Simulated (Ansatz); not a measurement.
# ClH5OW: molecular dynamics

Aim: follow the molecule's vibrations and see whether its bonds hold. The start is relaxed first. Runs: 40 steps of 2 fs under a Langevin thermostat at 3000 K; 250 steps of 0.25 fs under a Langevin thermostat at 400 K.

All numbers below are computed with Ansatz 0.2.0 (RKS B3LYP-D4/def2-SVP).

## (1) Starting point

Bond lengths: W1–O2 1.940 Å, O2–H3 1.010 Å, W1–Cl4 2.390 Å, W1–H5 1.720 Å, W1–H6 1.720 Å, W1–H7 1.720 Å, W1–H8 1.720 Å. Angles (14 of 16 angles, heavy atoms first): O2–W1–Cl4 90.0°, W1–O2–H3 109.5°, O2–W1–H5 90.0°, O2–W1–H6 90.0°, O2–W1–H7 90.0°, O2–W1–H8 180.0°, Cl4–W1–H5 90.0°, Cl4–W1–H6 180.0°, Cl4–W1–H7 90.0°, Cl4–W1–H8 90.0°, H5–W1–H6 90.0°, H5–W1–H7 180.0°, H5–W1–H8 90.0°, H6–W1–H7 90.0°.

As a file:

```xyz
8

W     0.0000    0.0000    0.0000
O     0.0000    0.0000    1.9400
H    -0.9095   -0.2814    2.2771
Cl    2.3900    0.0000    0.0000
H     0.0000    1.7200    0.0000
H    -1.7200    0.0000    0.0000
H     0.0000   -1.7200    0.0000
H     0.0000    0.0000   -1.7200
```

## (2) Preparing the start

input.yaml reads:

```yaml
crystal:
  periodic: [false, false, false]
  atoms:
    - { symbol: W, position_ang: [0.0, 0.0, 0.0] }
    - { symbol: O, position_ang: [0.0, 0.0, 1.94] }
    - { symbol: H, position_ang: [-0.9095, -0.2814, 2.2771] }
    - { symbol: Cl, position_ang: [2.39, 0.0, 0.0] }
    - { symbol: H, position_ang: [0.0, 1.72, 0.0] }
    - { symbol: H, position_ang: [-1.72, 0.0, 0.0] }
    - { symbol: H, position_ang: [0.0, -1.72, 0.0] }
    - { symbol: H, position_ang: [0.0, 0.0, -1.72] }
basis:
  gaussian: { orbitals: def2-SVP }
hamiltonian:
  xc: b3lyp
  dispersion: d4
relax:
  f_tol: 0.02
  max_steps: 40
```

On the command line:

```
> ansatz run input.yaml --threads 2 --pin off --max-ram 3072MiB --backend cpu --events-out ev --progress --plain --runs-dir out
```

Standard output, cut to the lines that bear on the results:

```text
Warning: RAYON_NUM_THREADS=2 ignored (pool sized by the plan → 2); use --threads N
[...]
Functional definition: B3LYP
[...]
942 factors; integrals over basis functions are off by at most 2.1e-4 eV
[...]
mean field -16468.83444378 eV, -605.2185028320 hartree, gradient 2.9e-5 eV, S^2 0.000000; 0 other end points of the search recorded, 0 dependent functions left out
[...]
reference -16468.83474382 eV, -605.2185138582 hartree; 22, 22 occupied and 67, 67 virtual orbitals, 942 factors
relax step   1: F+E_penalty+E_count = -16469.12583807 eV  Δ(F+E_penalty+E_count) = +0.000e0 eV  max|allowed force component| = 7.181e0 eV/Å  Δτ_max = 0.0000 Å  (36 SCF iters, accepted)
[...]
relax step   3: F+E_penalty+E_count = -16471.96688612 eV  Δ(F+E_penalty+E_count) = -1.096e0 eV  max|allowed force component| = 2.925e0 eV/Å  Δτ_max = 0.1949 Å  (40 SCF iters, accepted)
[...]
relax step   5: F+E_penalty+E_count = -16473.08891408 eV  Δ(F+E_penalty+E_count) = -3.246e-1 eV  max|allowed force component| = 7.781e-1 eV/Å  Δτ_max = 0.1965 Å  (38 SCF iters, accepted)
[...]
relax step   7: F+E_penalty+E_count = -16473.14526917 eV  Δ(F+E_penalty+E_count) = -3.071e-2 eV  max|allowed force component| = 2.170e-1 eV/Å  Δτ_max = 0.1176 Å  (34 SCF iters, accepted)
[...]
relax step   9: F+E_penalty+E_count = -16473.16361450 eV  Δ(F+E_penalty+E_count) = -1.074e-2 eV  max|allowed force component| = 3.128e-1 eV/Å  Δτ_max = 0.1111 Å  (34 SCF iters, accepted)
[...]
relax step  10: F+E_penalty+E_count = -16473.16682550 eV  Δ(F+E_penalty+E_count) = -3.211e-3 eV  max|allowed force component| = 1.135e-1 eV/Å  Δτ_max = 0.0366 Å  (34 SCF iters, accepted)
[...]
relax step  11: F+E_penalty+E_count = -16473.16755484 eV  Δ(F+E_penalty+E_count) = -7.293e-4 eV  max|allowed force component| = 1.601e-2 eV/Å  Δτ_max = 0.0124 Å  (35 SCF iters, accepted)
942 factors; integrals over basis functions are off by at most 5.5e-4 eV
mean field -16472.88671131 eV, -605.3674209171 hartree, gradient 1.0e-5 eV, S^2 0.000000; 1 other end points of the search recorded, 0 dependent functions left out
[...]
reference -16472.88699889 eV, -605.3674314853 hartree; 22, 22 occupied and 67, 67 virtual orbitals, 942 factors
Total energy: -16473.16784241 eV, -605.3777522945 hartree
Atom 0 at     0.409363     0.034505     0.306491 Å, force     0.008956    -0.000768     0.011773 eV/Å
Atom 1 at    -0.295558    -0.095232     2.045722 Å, force     0.016009     0.005134    -0.012610 eV/Å
Atom 2 at    -1.178035    -0.223895     2.420646 Å, force    -0.009146    -0.004221     0.011123 eV/Å
Atom 3 at     2.590541    -0.013472    -0.472995 Å, force    -0.010083    -0.000174     0.003245 eV/Å
Atom 4 at    -0.331302     1.464958    -0.176428 Å, force    -0.003189    -0.002379     0.003969 eV/Å
Atom 5 at    -1.219121    -0.027309    -0.096079 Å, force    -0.004222    -0.000946    -0.007882 eV/Å
Atom 6 at    -0.240808    -1.423178    -0.196364 Å, force    -0.004605     0.006519     0.001049 eV/Å
Atom 7 at     0.025420     0.002223    -1.333894 Å, force     0.006281    -0.003165    -0.010666 eV/Å
Dipole moment:    -0.238227    -0.017543     0.560288 e Å
```

Wall time 2.4 min (2 threads of AMD EPYC (Zen 3), shared host); peak memory 0.19 GiB.

Relaxation path:

```tsv
step	energy from step 1 (eV)	largest force component (eV/Å)
1	0.0000	7.1805
2	-1.7453	2.3319
3	-2.8410	2.9250
4	-3.6385	3.0780
5	-3.9631	0.7781
6	-3.9887	1.2988
7	-4.0194	0.2170
8	-4.0270	0.2625
9	-4.0378	0.3128
10	-4.0410	0.1135
11	-4.0417	0.0160
```

Step 1 is the start.

After: Bond lengths: W1–O2 1.881 Å, O2–H3 0.967 Å, W1–Cl4 2.317 Å, W1–H5 1.682 Å, W1–H6 1.679 Å, W1–H7 1.673 Å, W1–H8 1.685 Å. Angles (14 of 16 angles, heavy atoms first): O2–W1–Cl4 131.5°, W1–O2–H3 135.2°, O2–W1–H5 99.2°, O2–W1–H6 81.7°, O2–W1–H7 94.1°, O2–W1–H8 144.4°, Cl4–W1–H5 109.6°, Cl4–W1–H6 146.3°, Cl4–W1–H7 104.3°, Cl4–W1–H8 83.5°, H5–W1–H6 62.3°, H5–W1–H7 118.9°, H5–W1–H8 68.7°, H6–W1–H7 61.2°.

## (3) Run 1

40 steps of 2 fs under a Langevin thermostat at 3000 K, from the relaxed start.

input.yaml reads:

```yaml
crystal:
  periodic: [false, false, false]
  atoms:
    - { symbol: W, position_ang: [0.409363, 0.034505, 0.306491] }
    - { symbol: O, position_ang: [-0.295558, -0.095232, 2.045722] }
    - { symbol: H, position_ang: [-1.178035, -0.223895, 2.420646] }
    - { symbol: Cl, position_ang: [2.590541, -0.013472, -0.472995] }
    - { symbol: H, position_ang: [-0.331302, 1.464958, -0.176428] }
    - { symbol: H, position_ang: [-1.219121, -0.027309, -0.096079] }
    - { symbol: H, position_ang: [-0.240808, -1.423178, -0.196364] }
    - { symbol: H, position_ang: [0.02542, 0.002223, -1.333894] }
basis:
  gaussian: { orbitals: def2-SVP }
hamiltonian:
  xc: b3lyp
  dispersion: d4
md:
  timestep: 2.0
  n_steps: 40
  ensemble: nvt_langevin
  temperature: 3000.0
  initial_velocities: maxwell_boltzmann
  seed: 853725
  friction: 0.02
```

On the command line:

```
> ansatz run input.yaml --threads 2 --pin off --max-ram 3072MiB --backend cpu --events-out ev --progress --plain --runs-dir out
```

Standard output, cut to the lines that bear on the results:

```text
Warning: RAYON_NUM_THREADS=2 ignored (pool sized by the plan → 2); use --threads N
[...]
Functional definition: B3LYP
[...]
939 factors; integrals over basis functions are off by at most 4.6e-4 eV
[...]
mean field -16472.88671435 eV, -605.3674210287 hartree, gradient 8.9e-5 eV, S^2 0.000000; 0 other end points of the search recorded, 0 dependent functions left out
[...]
reference -16472.88700295 eV, -605.3674316346 hartree; 22, 22 occupied and 67, 67 virtual orbitals, 939 factors
md step     0: t =     0.00 fs  T =  2625.0 K  F+E_penalty+E_count = -16473.16755788 eV  E_kin = 2.714460 eV  (29 SCF iters)
[...]
md step    10: t =    20.00 fs  T =  3668.7 K  F+E_penalty+E_count = -16470.60920646 eV  E_kin = 3.793701 eV  (40 SCF iters, 77 dispersion substeps)
[...]
md step    20: t =    40.00 fs  T =  2409.4 K  F+E_penalty+E_count = -16469.24831864 eV  E_kin = 2.491497 eV  (44 SCF iters, 83 dispersion substeps)
[...]
md step    40: t =    80.00 fs  T = 19470.7 K  F+E_penalty+E_count = -16465.08125692 eV  E_kin = 20.134240 eV  (65 SCF iters, 435 dispersion substeps)
Total energy: -16465.08169447 eV, -605.0805918385 hartree
Atom 0 at     0.415135     0.309209     0.231469 Å, force     3.289588    -1.059446     3.423452 eV/Å
Atom 1 at     1.201799     0.555816     1.745973 Å, force    -3.223908     0.864395    -1.210842 eV/Å
Atom 2 at   -25.408728   -20.720993     3.492077 Å, force     0.001042     0.000844    -0.000141 eV/Å
Atom 3 at     2.638150    -0.286663    -0.184197 Å, force    -0.305647    -0.722823    -1.802814 eV/Å
Atom 4 at     0.729716     1.618322    -0.891039 Å, force    -0.607700    -0.134794     0.325041 eV/Å
Atom 5 at    -1.003621    -0.864706     0.599974 Å, force     0.831981     1.013223    -0.747454 eV/Å
Atom 6 at    -0.132853    -2.375177    -2.055463 Å, force   -17.193759    -3.519301     3.071723 eV/Å
Atom 7 at     0.383540    -2.268605    -2.147484 Å, force    17.208402     3.557903    -3.058964 eV/Å
Dipole moment:     1.430700     1.536492    -0.586734 e Å
```

Wall time 4.8 min (2 threads of AMD EPYC (Zen 3), shared host); peak memory 0.19 GiB.

## (4) Frames and traces

The trajectory, every 3 steps (energies from step 0):

```tsv
time (fs)	T (K)	potential energy change (meV/atom)
0.0	2625	0.0
6.0	1573	252.3
12.0	1736	169.1
18.0	1660	329.6
24.0	1525	563.6
30.0	2603	186.3
36.0	1906	517.7
42.0	4048	256.5
48.0	79262	820.1
54.0	61182	807.7
60.0	47034	790.5
66.0	37006	868.7
72.0	26878	886.5
78.0	21435	876.0
80.0	19471	1010.8
```

time (fs), T (K) and a bar:
```
      0.0       2625 
      4.0       1264 
      6.0       1573 
     10.0       1923 
     14.0       1327 
     18.0       1660 
     20.0       3669 #
     24.0       1525 
     28.0       3329 #
     32.0       2986 #
     34.0       3641 #
     38.0       1695 
     42.0       4048 #
     46.0      85487 ##############################
     48.0      79262 ############################
     52.0      66706 #######################
     56.0      56003 ###################
     60.0      47034 ################
     62.0      46300 ################
     66.0      37006 #############
     70.0      28618 ##########
     74.0      24506 ########
     76.0      23512 ########
     80.0      19471 ######
```

Bonds that form or break, judged by distance (formed within 1.15 times the sum of covalent radii and held on average over 12 fs, broken when stretched by half; pairs already stretched at the start don't count as bonds):

```tsv
time (fs)	bond	event
38.0	O2–H3	breaks
66.0	W1–H7	breaks
68.0	W1–H8	breaks
72.0	H7–H8	forms
```

Reading of run 1. The temperature runs away to 85487 K: the integration has become unstable, and nothing after that is physical.

## (5) Run 2

250 steps of 0.25 fs under a Langevin thermostat at 400 K, from the relaxed start.

input.yaml, as its differences from that of step 3:

```diff
@@ -17,8 +17,8 @@
 md:
-  timestep: 2.0
-  n_steps: 40
+  timestep: 0.25
+  n_steps: 250
   ensemble: nvt_langevin
-  temperature: 3000.0
+  temperature: 400.0
   initial_velocities: maxwell_boltzmann
-  seed: 853725
-  friction: 0.02
+  seed: 75374
+  friction: 0.05
```

On the command line:

```
> ansatz run input.yaml --threads 2 --pin off --max-ram 3072MiB --backend cpu --events-out ev --progress --plain --runs-dir out
```

Standard output, cut to the lines that bear on the results:

```text
Warning: RAYON_NUM_THREADS=2 ignored (pool sized by the plan → 2); use --threads N
[...]
Functional definition: B3LYP
[...]
939 factors; integrals over basis functions are off by at most 4.6e-4 eV
[...]
mean field -16472.88671435 eV, -605.3674210287 hartree, gradient 8.9e-5 eV, S^2 0.000000; 0 other end points of the search recorded, 0 dependent functions left out
[...]
reference -16472.88700295 eV, -605.3674316346 hartree; 22, 22 occupied and 67, 67 virtual orbitals, 939 factors
md step     0: t =     0.00 fs  T =   350.0 K  F+E_penalty+E_count = -16473.16755788 eV  E_kin = 0.361928 eV  (29 SCF iters)
[...]
md step    18: t =     4.50 fs  T =   244.9 K  F+E_penalty+E_count = -16472.93694731 eV  E_kin = 0.253233 eV  (37 SCF iters, 7 dispersion substeps)
[...]
md step    36: t =     9.00 fs  T =   351.7 K  F+E_penalty+E_count = -16472.97515376 eV  E_kin = 0.363649 eV  (35 SCF iters, 7 dispersion substeps)
[...]
md step    54: t =    13.50 fs  T =   377.9 K  F+E_penalty+E_count = -16472.97388646 eV  E_kin = 0.390790 eV  (35 SCF iters, 7 dispersion substeps)
[...]
md step    72: t =    18.00 fs  T =   298.5 K  F+E_penalty+E_count = -16472.96012875 eV  E_kin = 0.308692 eV  (35 SCF iters, 7 dispersion substeps)
md step    73: t =    18.25 fs  T =   285.9 K  F+E_penalty+E_count = -16472.95301441 eV  E_kin = 0.295615 eV  (35 SCF iters, 7 dispersion substeps)
```

## (6) More of the same log: dynamics from the start

Output, continued, cut to the lines that bear on the results:

```text
md step    74: t =    18.50 fs  T =   277.9 K  F+E_penalty+E_count = -16472.94775511 eV  E_kin = 0.287354 eV  (36 SCF iters, 7 dispersion substeps)
[...]
md step    98: t =    24.50 fs  T =   335.9 K  F+E_penalty+E_count = -16472.94170583 eV  E_kin = 0.347368 eV  (35 SCF iters, 7 dispersion substeps)
[...]
md step   122: t =    30.50 fs  T =   239.1 K  F+E_penalty+E_count = -16472.80300524 eV  E_kin = 0.247291 eV  (37 SCF iters, 7 dispersion substeps)
[...]
md step   146: t =    36.50 fs  T =   368.6 K  F+E_penalty+E_count = -16472.71356780 eV  E_kin = 0.381162 eV  (37 SCF iters, 7 dispersion substeps)
[...]
md step   170: t =    42.50 fs  T =   496.7 K  F+E_penalty+E_count = -16472.81773856 eV  E_kin = 0.513578 eV  (36 SCF iters, 7 dispersion substeps)
md step   171: t =    42.75 fs  T =   497.5 K  F+E_penalty+E_count = -16472.81940133 eV  E_kin = 0.514408 eV  (36 SCF iters, 7 dispersion substeps)
md step   172: t =    43.00 fs  T =   471.3 K  F+E_penalty+E_count = -16472.81905598 eV  E_kin = 0.487387 eV  (36 SCF iters, 7 dispersion substeps)
```

## (7) The log goes on: dynamics from the start

The log, continued, cut to the lines that bear on the results:

```text
md step   173: t =    43.25 fs  T =   457.6 K  F+E_penalty+E_count = -16472.81768559 eV  E_kin = 0.473183 eV  (35 SCF iters, 7 dispersion substeps)
[...]
md step   192: t =    48.00 fs  T =   399.6 K  F+E_penalty+E_count = -16472.79068775 eV  E_kin = 0.413212 eV  (36 SCF iters, 7 dispersion substeps)
[...]
md step   211: t =    52.75 fs  T =   469.1 K  F+E_penalty+E_count = -16472.86185217 eV  E_kin = 0.485067 eV  (36 SCF iters, 7 dispersion substeps)
[...]
md step   230: t =    57.50 fs  T =   440.3 K  F+E_penalty+E_count = -16472.85405659 eV  E_kin = 0.455320 eV  (36 SCF iters, 7 dispersion substeps)
[...]
md step   249: t =    62.25 fs  T =   394.4 K  F+E_penalty+E_count = -16472.75726684 eV  E_kin = 0.407870 eV  (37 SCF iters, 7 dispersion substeps)
[...]
md step   250: t =    62.50 fs  T =   392.8 K  F+E_penalty+E_count = -16472.75097837 eV  E_kin = 0.406186 eV  (31 SCF iters, 7 dispersion substeps)
Total energy: -16472.75126721 eV, -605.3624434380 hartree
Atom 0 at     0.435286     0.019113     0.376850 Å, force    -0.641512    -0.889911    -0.159637 eV/Å
Atom 1 at    -0.440281    -0.217516     2.116949 Å, force     1.039409     0.226126    -1.515108 eV/Å
Atom 2 at    -1.280844    -0.663421     2.209721 Å, force    -0.523308    -0.224418     0.285007 eV/Å
Atom 3 at     2.554528     0.038460    -0.476404 Å, force     0.709608     0.239264     0.230686 eV/Å
Atom 4 at    -0.347228     1.275216    -0.421193 Å, force    -0.308223     0.005333    -0.198059 eV/Å
Atom 5 at    -0.944212    -0.654858    -0.297813 Å, force    -0.408997     0.120343     0.874057 eV/Å
Atom 6 at     0.536247    -1.562524    -0.194841 Å, force    -0.368596     0.207683     0.096134 eV/Å
Atom 7 at     0.102673    -0.292703    -1.258040 Å, force     0.501620     0.315579     0.386919 eV/Å
Dipole moment:    -0.184062     0.003457     0.349728 e Å
```

Run time: 25 min. Hardware: 2 threads of AMD EPYC (Zen 3), shared host; peak memory 0.19 GiB.

## (8) Frames and traces

One step in 13; energies are changes from step 0:

```tsv
time (fs)	T (K)	potential energy change (meV/atom)
0.0	350	0.0
3.2	235	17.4
6.5	269	26.4
9.8	365	26.4
13.0	320	28.2
16.2	316	16.8
19.5	269	30.1
22.8	359	29.0
26.0	269	32.3
29.2	199	46.5
32.5	338	45.9
35.8	411	56.8
39.0	397	54.7
42.2	428	44.2
45.5	400	44.4
48.8	330	48.0
52.0	469	40.6
55.2	494	36.6
58.5	404	41.4
61.8	389	50.2
62.5	393	52.1
```

time (fs), T (K) and a bar:
```
      0.0        350 ##################
      2.8        266 #########
      5.5        202 ##
      8.2        289 ############
     10.8        286 ###########
     13.5        378 #####################
     16.2        316 ###############
     19.0        285 ###########
     21.8        331 ################
     24.5        336 #################
     27.2        269 ##########
     30.0        179 
     32.5        338 #################
     35.2        384 ######################
     38.0        459 ##############################
     40.8        365 ####################
     43.5        436 ###########################
     46.2        417 #########################
     49.0        284 ###########
     51.8        447 #############################
     54.2        430 ###########################
     57.0        460 ##############################
     59.8        446 #############################
     62.5        393 #######################
```

## (9) Positions and forces

Extended XYZ, with forces in eV/Å:

```xyz
8
time_fs=7.8 T=339 dE=0.1782
W     0.411    0.036    0.316   -2.095   -1.199   -0.770
O    -0.322   -0.131    2.066    0.056    0.091   -0.117
H    -1.194   -0.315    2.473    0.566    0.062   -0.435
Cl    2.593   -0.022   -0.496   -0.208    0.025    0.112
H    -0.360    1.404   -0.276   -0.016    0.138    0.170
H    -1.248   -0.262   -0.064    0.507    0.541    0.198
H    -0.329   -1.408   -0.239    0.654    0.312    0.372
H    -0.085   -0.052   -1.326    0.537    0.031    0.470
8
time_fs=15.5 T=308 dE=0.1201
W     0.411    0.033    0.330   -0.608   -0.327    0.034
O    -0.347   -0.168    2.046    0.064   -0.209    0.239
H    -1.203   -0.522    2.351    0.330    0.236   -0.148
Cl    2.594   -0.044   -0.520   -0.371   -0.015    0.234
H    -0.264    1.474   -0.239   -0.209   -0.115    0.004
H    -1.240   -0.259   -0.029    0.401    0.552   -0.031
H    -0.289   -1.425   -0.104    0.292   -0.040   -0.048
H    -0.032   -0.117   -1.264    0.102   -0.080   -0.285
8
time_fs=23.5 T=397 dE=0.2263
W     0.418    0.037    0.337   -0.067   -0.130   -0.785
O    -0.372   -0.191    2.032    0.084   -0.328    0.094
H    -1.214   -0.664    2.098   -0.049    0.231    0.385
Cl    2.602   -0.061   -0.530   -0.505   -0.024    0.406
H    -0.171    1.493   -0.338   -0.166   -0.353    0.055
H    -1.291   -0.058    0.006    0.902   -0.062   -0.306
H    -0.131   -1.528   -0.058   -0.010    0.528    0.028
H     0.082   -0.254   -1.284   -0.189    0.138    0.124
8
time_fs=31.2 T=321 dE=0.3584
W     0.420    0.037    0.345    1.283    1.142   -0.835
O    -0.359   -0.245    2.025   -1.385   -0.729    0.508
H    -1.228   -0.723    2.073    0.949    0.716    0.371
Cl    2.606   -0.065   -0.538   -0.509   -0.013    0.355
H    -0.239    1.342   -0.522    0.180    0.047    0.167
H    -1.202    0.119   -0.097   -0.066   -0.749    0.129
H     0.022   -1.512    0.005   -0.499   -0.586   -0.186
H     0.014   -0.344   -1.198    0.048    0.171   -0.508
8
time_fs=39.0 T=397 dE=0.4373
W     0.427    0.046    0.360   -0.586   -0.937   -2.190
O    -0.363   -0.290    2.011   -1.314   -0.006    1.391
H    -1.233   -0.694    2.262    1.094    0.461   -0.275
Cl    2.579   -0.030   -0.524    0.011    0.013    0.211
H    -0.304    1.181   -0.664    0.174    0.445    0.457
H    -1.143   -0.093   -0.180   -0.283   -0.377    0.549
H     0.042   -1.613    0.173    0.165    0.642   -0.483
H    -0.028   -0.223   -1.258    0.739   -0.241    0.339
8
time_fs=47.0 T=359 dE=0.3673
W     0.433    0.049    0.373   -0.489   -0.681   -0.287
O    -0.382   -0.313    2.034    0.848    0.948    0.561
H    -1.214   -0.655    2.360   -0.379   -0.337   -0.023
Cl    2.572    0.010   -0.515    0.163    0.098    0.370
H    -0.309    1.171   -0.665   -0.165    0.071    0.408
H    -1.174   -0.432    0.069    0.457    0.202   -0.696
H     0.270   -1.593    0.117   -0.015    0.118   -0.478
H     0.228   -0.207   -1.268   -0.419   -0.417    0.145
8
time_fs=54.8 T=490 dE=0.2882
W     0.438    0.042    0.376    0.134   -0.699    1.051
O    -0.410   -0.272    2.086    0.912    0.664   -0.762
H    -1.249   -0.650    2.355   -0.292   -0.255    0.010
Cl    2.544    0.025   -0.501    0.874    0.260    0.264
H    -0.350    1.181   -0.553   -0.289    0.230   -0.146
H    -1.044   -0.496   -0.082   -0.405   -0.235   -0.320
H     0.451   -1.533   -0.137   -0.316   -0.188    0.206
H     0.329   -0.390   -1.211   -0.617    0.223   -0.302
8
time_fs=62.5 T=393 dE=0.4166
W     0.435    0.019    0.377   -0.641   -0.890   -0.160
O    -0.440   -0.217    2.117    1.039    0.226   -1.515
H    -1.281   -0.663    2.210   -0.523   -0.224    0.285
Cl    2.554    0.038   -0.476    0.710    0.239    0.231
H    -0.347    1.275   -0.421   -0.308    0.005   -0.198
H    -0.944   -0.655   -0.298   -0.409    0.120    0.874
H     0.536   -1.562   -0.195   -0.369    0.208    0.096
H     0.103   -0.293   -1.258    0.502    0.316    0.387
```

On run 2: Against a set 400 K the second half averages 408 K with a spread of 49 K. The bonds all hold.

## (10) Summary of results

| quantity | value |
| --- | --- |
| relaxation of the start | 10 moves, 4.042 eV lower |
| run 1: length | 40 steps of 2 fs |
| run 1: temperature, first and last step | 2625 and 19471 K |
| run 1: temperature, second half | mean 40100 K, from 2409 to 85487 K |
| run 1: potential energy, second half | +833 meV/atom from this run's first step |
| run 1: bonds formed or broken | 4 |
| run 2: length | 250 steps of 0.25 fs |
| run 2: temperature, first and last step | 350 and 393 K |
| run 2: temperature, second half | mean 408 K, from 284 to 498 K |
| run 2: potential energy, second half | +46 meV/atom from this run's first step |
| run 2: bonds formed or broken | 0 |

**Reading.** Mean temperatures of the second halves: none that means anything (unstable run), 408 K. Bonds changed in run 1 (an artefact of the unstable or too long step). A run of 62 fs with 8 atoms shows the motion but fixes no equilibrium value. The nuclei move classically, without zero-point motion, which matters most for hydrogen.
